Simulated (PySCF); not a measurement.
ClBSeH2, in a box:

```
Cl B Se H
1.0
    14.00000    0.00000    0.00000
     0.00000   12.00000    0.00000
     0.00000    0.00000   10.00000
Cl B Se H
1 1 1 2
Cartesian
  5.0065 5.7779 4.8003
  6.7332 5.7234 5.0301
  7.7171 7.3676 5.0567
  7.2734 4.6744 5.1665
  9.0195 6.7226 5.2677
```

Base run:

```yaml
Program: PySCF 2.14.0
Functional: BP86
Dispersion: D3(BJ)
Potentials_or_basis: def2-svp (all-electron)
k_mesh: 1 × 1 × 1
Occupations: fixed
Spin: no spin polarisation
```

Its results: gap between the frontier levels 4.49 eV.

**Question.** After a change of settings the same cell gave: gap between the frontier levels 4.73 eV. Which change was it?
A. functional from BP86 to HLE16; dispersion from D3(BJ) to none
B. functional from BP86 to RPBE
C. functional from BP86 to CAM-B3LYP; dispersion from D3(BJ) to D3

**Answer.** A.

Caveats: this is a molecule in a periodic box at the Γ point, so its band gap is the HOMO-LUMO gap; relativity is left out, which matters for the heavier elements; the basis of atomic orbitals isn't converged, which shifts pressures, moduli and gaps.

Runs at the PBE level aren't shown here.
